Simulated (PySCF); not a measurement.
# CH3Cl3Si (methyltrichlorosilane) at 6 levels

We compute a comparison of 6 runs (HF/STO-3G, TPSS/STO-3G, B3LYP/6-31G*, SVWN5/6-311G**, MP2/pcseg-1) of CH3Cl3Si (methyltrichlorosilane). 

The results are computed with PySCF 2.14.0.

## 1. The structure to begin with

The species is CH3Cl3Si (8 atoms), meant as a singlet with charge 0. As SMILES, `C[Si](Cl)(Cl)Cl`. Geometry: relaxed at PBE0-D4/def2-TZVP.

Bond lengths: C1–Si2 1.841 Å, Si2–Cl3 2.039 Å, Si2–Cl4 2.039 Å, Si2–Cl5 2.039 Å, C1–H6 1.092 Å, C1–H7 1.092 Å, C1–H8 1.092 Å. Some angles: C1–Si2–Cl3 110.7°, C1–Si2–Cl4 110.7°, C1–Si2–Cl5 110.6°, Cl3–Si2–Cl4 108.3°, Cl3–Si2–Cl5 108.3°, Cl4–Si2–Cl5 108.3°, Si2–C1–H6 110.0°, Si2–C1–H7 110.0°, Si2–C1–H8 110.0°, H6–C1–H7 109.0°.

## 2. Energy and forces at HF/STO-3G (run 1)

Input file geometry.xyz:

```xyz
8

C     -0.728900    -0.279600     0.686100
Si     0.568900     0.197900    -0.528700
Cl     2.360400    -0.640000    -0.033600
Cl     0.065900    -0.429500    -2.402200
Cl     0.801200     2.223000    -0.573800
H     -0.844500    -1.365200     0.700800
H     -0.448300     0.061100     1.684800
H     -1.682600     0.175200     0.410800
```

Input file job.py:

```python
import pyscf.grad
from pyscf import gto

molecule = gto.M(
    atom='geometry.xyz',
    basis='sto-3g',
    spin=0,
    max_memory=1860,
    charge=0,
    verbose=4,
)

hf = molecule.RHF()
hf.conv_tol = 1e-10
hf.kernel()
if not hf.converged:
    hf = hf.newton().run(hf.mo_coeff, hf.mo_occ)

energy = hf.e_tot
print(f'total energy: {energy:.8f} hartree')
grad = hf.Gradients().kernel()
hf.analyze()
```

The run is started by

```console
$ OMP_NUM_THREADS=1 python job.py
```

The program printed:

```text
PySCF version 2.14.0

[... 61 lines left out ...]
total energy: -1688.68165096 hartree
[... 16 lines left out ...]
Two-electron Coulomb Energy =         1197.152406336082549
[... 6 lines left out ...]
MO #4   energy= -68.2079984747353  occ= 2
[... 4 lines left out ...]
MO #9   energy= -7.82809499281257  occ= 2
[... 4 lines left out ...]
MO #14  energy= -7.82218985621576  occ= 2
[... 4 lines left out ...]
MO #19  energy= -4.19786380647564  occ= 2
[... 4 lines left out ...]
MO #24  energy= -1.03372229240433  occ= 2
[... 4 lines left out ...]
MO #29  energy= -0.525922605931048 occ= 2
[... 4 lines left out ...]
MO #34  energy= -0.416094089051514 occ= 2
[... 4 lines left out ...]
MO #39  energy= 0.332209546646678  occ= 0
[... 4 lines left out ...]
MO #44  energy= 0.692486265703692  occ= 0
[... 16 lines left out ...]
pop of  2 Cl 1s           2.00000
pop of  2 Cl 2s           1.99989
pop of  2 Cl 3s           1.92653
pop of  2 Cl 2px          1.99974
pop of  2 Cl 2py          1.99993
pop of  2 Cl 2pz          1.99996
pop of  2 Cl 3px          1.54781
pop of  2 Cl 3py          1.86735
pop of  2 Cl 3pz          1.93039
pop of  3 Cl 1s           2.00000
pop of  3 Cl 2s           1.99989
pop of  3 Cl 3s           1.92653
pop of  3 Cl 2px          1.99996
pop of  3 Cl 2py          1.99995
pop of  3 Cl 2pz          1.99972
pop of  3 Cl 3px          1.92961
pop of  3 Cl 3py          1.90892
pop of  3 Cl 3pz          1.50701
pop of  4 Cl 1s           2.00000
pop of  4 Cl 2s           1.99989
pop of  4 Cl 3s           1.92655
pop of  4 Cl 2px          1.99998
pop of  4 Cl 2py          1.99968
pop of  4 Cl 2pz          1.99998
pop of  4 Cl 3px          1.96020
pop of  4 Cl 3py          1.41978
pop of  4 Cl 3pz          1.96559
pop of  5 H 1s            0.93880
pop of  6 H 1s            0.93880
pop of  7 H 1s            0.93880
 ** Mulliken atomic charges  **
charge of    0C =     -0.26082
charge of    1Si =      0.89205
charge of    2Cl =     -0.27160
charge of    3Cl =     -0.27160
charge of    4Cl =     -0.27164
charge of    5H =      0.06120
charge of    6H =      0.06120
charge of    7H =      0.06120
Dipole moment(X, Y, Z, Debye): -2.22501, -0.81926,  2.08249
```

Run time: 6 s. Hardware: 1 thread of Intel Xeon at 2.50GHz (Skylake/Cascade Lake), shared host; peak memory 0.12 GiB.

## 3. Energy and forces at TPSS/STO-3G (run 2)

Input file input.py:

```python
# C[Si](Cl)(Cl)Cl
import pyscf.grad
from pyscf import gto, dft

molecule = gto.M(
    atom='''
C     -0.728900    -0.279600     0.686100
Si     0.568900     0.197900    -0.528700
Cl     2.360400    -0.640000    -0.033600
Cl     0.065900    -0.429500    -2.402200
Cl     0.801200     2.223000    -0.573800
H     -0.844500    -1.365200     0.700800
H     -0.448300     0.061100     1.684800
H     -1.682600     0.175200     0.410800
''',
    max_memory=1860,
    basis='sto-3g',
    verbose=3,
    spin=0,
)

ks = dft.RKS(molecule, xc='tpss')
ks.conv_tol = 1e-10
ks.grids.level = 5
ks.kernel()
if not ks.converged:
    ks = ks.newton().run(ks.mo_coeff, ks.mo_occ)

energy = ks.e_tot
print('E = %.10f Eh' % energy)
grad = ks.Gradients().kernel()
ks.analyze()
```

The run is started by

```console
$ OMP_NUM_THREADS=1 python input.py
```

The program printed:

```text
converged SCF energy = -1691.38693373563
E = -1691.3869337356 Eh
--------------- RKS gradients ---------------
         x                y                z
0 C     0.0039833135     0.0014391895    -0.0037283669
1 Si     0.0090971700     0.0033055206    -0.0085306089
2 Cl    -0.0287748183     0.0142332025    -0.0090776657
3 Cl     0.0092465115     0.0107417337     0.0301826813
4 Cl    -0.0029255604    -0.0331760815    -0.0001127153
5 H     0.0020889431     0.0080617997    -0.0013080948
6 H    -0.0006682316    -0.0018970710    -0.0081418836
7 H     0.0079283179    -0.0027005776     0.0007110152
----------------------------------------------
**** MO energy ****
MO #1   energy= -99.9128680933086  occ= 2
MO #2   energy= -99.9128604372188  occ= 2
MO #3   energy= -99.9128326533716  occ= 2
MO #4   energy= -65.1259900655947  occ= 2
MO #5   energy= -9.85409032988752  occ= 2
MO #6   energy= -9.02680757564073  occ= 2
MO #7   energy= -9.02649763399541  occ= 2
MO #8   energy= -9.02647719866214  occ= 2
MO #9   energy= -6.83217399649016  occ= 2
MO #10  energy= -6.83180631320208  occ= 2
MO #11  energy= -6.83178588963858  occ= 2
MO #12  energy= -6.81657648923741  occ= 2
MO #13  energy= -6.81648897035237  occ= 2
MO #14  energy= -6.81647325779925  occ= 2
MO #15  energy= -6.81625253484217  occ= 2
MO #16  energy= -6.81613252528503  occ= 2
MO #17  energy= -6.81611725791685  occ= 2
MO #18  energy= -5.09819490786904  occ= 2
MO #19  energy= -3.42481044940587  occ= 2
MO #20  energy= -3.42480926749533  occ= 2
MO #21  energy= -3.42021327651719  occ= 2
MO #22  energy= -0.776092897894997 occ= 2
MO #23  energy= -0.719711944064862 occ= 2
MO #24  energy= -0.719691783389262 occ= 2
MO #25  energy= -0.663914263963128 occ= 2
MO #26  energy= -0.449393648927581 occ= 2
MO #27  energy= -0.390953942568283 occ= 2
MO #28  energy= -0.390949045036722 occ= 2
MO #29  energy= -0.342028401039923 occ= 2
MO #30  energy= -0.332436104802052 occ= 2
MO #31  energy= -0.332428722635123 occ= 2
MO #32  energy= -0.247646829201059 occ= 2
MO #33  energy= -0.247638957342162 occ= 2
MO #34  energy= -0.233950149692017 occ= 2
MO #35  energy= -0.233271325405291 occ= 2
MO #36  energy= -0.233260405124748 occ= 2
MO #37  energy= -0.2259311156922   occ= 2
MO #38  energy= 0.0447712537553187 occ= 0
MO #39  energy= 0.123927685974922  occ= 0
MO #40  energy= 0.123948309243847  occ= 0
MO #41  energy= 0.246320779902392  occ= 0
MO #42  energy= 0.395976597160162  occ= 0
MO #43  energy= 0.395999738051096  occ= 0
MO #44  energy= 0.421962136780739  occ= 0
 ** Mulliken atomic charges  **
charge of    0C =     -0.27096
charge of    1Si =      0.75886
charge of    2Cl =     -0.22923
charge of    3Cl =     -0.22923
charge of    4Cl =     -0.22927
charge of    5H =      0.06661
charge of    6H =      0.06661
charge of    7H =      0.06661
Dipole moment(X, Y, Z, Debye): -1.97931, -0.72881,  1.85251
```

Wall time 36 s (1 thread of Intel Xeon at 2.50GHz (Skylake/Cascade Lake), shared host); peak memory 0.48 GiB.

## 4. Energy and forces at B3LYP/6-31G(d) (spherical functions) (run 3)

Input file input.py:

```python
from pyscf import gto, dft

mol = gto.M(
    atom='''
C     -1.377421    -0.528367     1.296541
Si     1.075065     0.373977    -0.999098
Cl     4.460510    -1.209425    -0.063495
Cl     0.124533    -0.811637    -4.539500
Cl     1.514049     4.200861    -1.084325
H     -1.595874    -2.579854     1.324320
H     -0.847164     0.115462     3.183811
H     -3.179653     0.331080     0.776299
''',
    charge=0,
    verbose=4,
    unit='bohr',
    basis='6-31g*',
    max_memory=1860,
    spin=0,
)

mf = dft.RKS(mol)
mf.xc = 'b3lyp'
mf.conv_tol = 1e-10
mf.grids.level = 5
mf.kernel()
if not mf.converged:
    mf = mf.newton().run(mf.mo_coeff, mf.mo_occ)

etot = mf.e_tot
print('E(%s) = %.9f' % ('B3LYP', etot))
grad = mf.nuc_grad_method().kernel()
dip = mf.dip_moment()
pop, q = mf.mulliken_pop()
```

The run is started by

```console
$ OMP_NUM_THREADS=1 python input.py
```

The program printed:

```text
PySCF version 2.14.0

[... 74 lines left out ...]
converged SCF energy = -1710.15025019305
[... 13 lines left out ...]
Dipole moment(X, Y, Z, Debye): -1.64920, -0.60747,  1.54348
[... 62 lines left out ...]
pop of  3 Cl 4py          0.59147
pop of  3 Cl 4pz          0.40202
pop of  3 Cl 3dxy         0.00061
pop of  3 Cl 3dyz         0.00448
pop of  3 Cl 3dz^2        0.00771
pop of  3 Cl 3dxz         0.00387
pop of  3 Cl 3dx2-y2      0.00054
pop of  4 Cl 1s           1.99964
pop of  4 Cl 2s           1.99718
pop of  4 Cl 3s           1.40932
pop of  4 Cl 4s           0.53780
pop of  4 Cl 2px          1.99182
pop of  4 Cl 2py          1.98954
pop of  4 Cl 2pz          1.99184
pop of  4 Cl 3px          1.28462
pop of  4 Cl 3py          1.08395
pop of  4 Cl 3pz          1.28632
pop of  4 Cl 4px          0.61292
pop of  4 Cl 4py          0.36397
pop of  4 Cl 4pz          0.61583
pop of  4 Cl 3dxy         0.00320
pop of  4 Cl 3dyz         0.00289
pop of  4 Cl 3dz^2        0.00286
pop of  4 Cl 3dxz         0.00013
pop of  4 Cl 3dx2-y2      0.00814
pop of  5 H 1s            0.51535
pop of  5 H 2s            0.28128
pop of  6 H 1s            0.51533
pop of  6 H 2s            0.28130
pop of  7 H 1s            0.51534
pop of  7 H 2s            0.28130
 ** Mulliken atomic charges  **
charge of    0C =     -0.64872
charge of    1Si =      0.58439
charge of    2Cl =     -0.18190
charge of    3Cl =     -0.18190
charge of    4Cl =     -0.18197
charge of    5H =      0.20337
charge of    6H =      0.20337
charge of    7H =      0.20336
```

Run time: 86 s. Hardware: 1 thread of Intel Xeon at 2.50GHz (Skylake/Cascade Lake), shared host; peak memory 0.91 GiB.

Runs 4 to 5 aren't shown in full; the table further down has their settings and results.

## 5. Energy and forces at MP2/pcseg-1 (run 6)

Input file job.py:

```python
import pyscf.grad
from pyscf import gto, mp

mol = gto.Mole()
mol.atom = [
    ('C', (-0.728900, -0.279600, 0.686100)),
    ('Si', (0.568900, 0.197900, -0.528700)),
    ('Cl', (2.360400, -0.640000, -0.033600)),
    ('Cl', (0.065900, -0.429500, -2.402200)),
    ('Cl', (0.801200, 2.223000, -0.573800)),
    ('H', (-0.844500, -1.365200, 0.700800)),
    ('H', (-0.448300, 0.061100, 1.684800)),
    ('H', (-1.682600, 0.175200, 0.410800)),
]
mol.basis = 'pcseg-1'
mol.charge = 0
mol.verbose = 3
mol.max_memory = 1860
mol.build()

mf = mol.RHF()
mf.conv_tol = 1e-10
mf.kernel()
if not mf.converged:
    mf = mf.newton().run(mf.mo_coeff, mf.mo_occ)

pt = mp.MP2(mf, frozen=21).run()
e_tot = pt.e_tot
print('Final energy', e_tot)
grad = pt.Gradients().kernel()
mf.analyze()
```

The run is started by

```console
$ OMP_NUM_THREADS=1 python job.py
```

The program printed:

```text
converged SCF energy = -1707.08627562224
[... 13 lines left out ...]
MO #2   energy= -104.810738814054  occ= 2
[... 8 lines left out ...]
MO #11  energy= -8.03650051734826  occ= 2
[... 8 lines left out ...]
MO #20  energy= -4.35904528929156  occ= 2
[... 8 lines left out ...]
MO #29  energy= -0.568826583710751 occ= 2
[... 8 lines left out ...]
MO #38  energy= 0.13918944374734   occ= 0
[... 8 lines left out ...]
MO #47  energy= 0.326628842312533  occ= 0
[... 8 lines left out ...]
MO #56  energy= 0.587221654858272  occ= 0
[... 8 lines left out ...]
MO #65  energy= 0.856480503405103  occ= 0
[... 8 lines left out ...]
MO #74  energy= 0.973987221035058  occ= 0
[... 8 lines left out ...]
MO #83  energy= 1.19469927265105   occ= 0
[... 8 lines left out ...]
MO #92  energy= 2.20624069095747   occ= 0
[... 8 lines left out ...]
MO #101 energy= 3.55271429422736   occ= 0
[... 9 lines left out ...]
Dipole moment(X, Y, Z, Debye): -1.74553, -0.64299,  1.63363
```

Run time: 74 s. Hardware: 1 thread of Intel Xeon at 2.50GHz (Skylake/Cascade Lake), shared host; peak memory 0.73 GiB.

## 6. Overview of the runs

| run | level | integration grid | Cartesian functions | energy (Eh) | dipole moment (D) of the reference | HOMO energy (eV) | LUMO energy (eV) | wall time |
| --- | --- | --- | --- | --- | --- | --- | --- | --- |
| 1 | HF/STO-3G | – | no | -1688.681651 | 3.16 | -11.08 | 6.69 | 6 s |
| 2 | TPSS/STO-3G | 5 | no | -1691.386934 | 2.81 | -6.15 | 1.22 | 36 s |
| 3 | B3LYP/6-31G* (spherical functions) | 5 | no | -1710.150250 | 2.34 | -8.86 | 0.05 | 86 s |
| 4 | B3LYP/6-31G* (Cartesian functions) | 5 | yes | -1710.162314 | 2.34 | -8.86 | 0.04 | 81 s |
| 5 | SVWN5/6-311G** | 5 | no | -1704.264620 | 2.41 | -8.06 | -1.32 | 74 s |
| 6 | MP2/pcseg-1 | – | no | -1707.708363 | 2.48 | -12.69 | 3.79 | 74 s |

## 7. Summary of results

| quantity | value |
| --- | --- |
| run 6: total energy | -1707.70836 Eh |
| run 6: dipole moment (Hartree–Fock density) | 2.48 D |
| run 6: HOMO energy (Hartree–Fock orbitals) | -12.69 eV |
| run 6: LUMO energy (Hartree–Fock orbitals) | 3.79 eV |
| run 6: HOMO–LUMO gap (Hartree–Fock orbitals) | 16.48 eV |
| run 6: correlation energy (21 core orbitals frozen) | -622.1 mEh |
| run 6: largest force on an atom | 0.302 eV/Å |

What this shows: Over runs 1, 2, 3, 4, 5 the dipole moment (its size) runs from 2.34 D (B3LYP/6-31G*) to 3.16 D (HF/STO-3G). The two ends differ in method and basis. Over runs 1, 2, 3, 4, 5 the HOMO–LUMO gap runs from 6.74 eV (SVWN5/6-311G**) to 17.78 eV (HF/STO-3G). Totals of different functionals can't be ranked against each other. In runs 1, 2 the basis is minimal, so the values are rough. All runs together took 5.9 min, the longest 86 s.
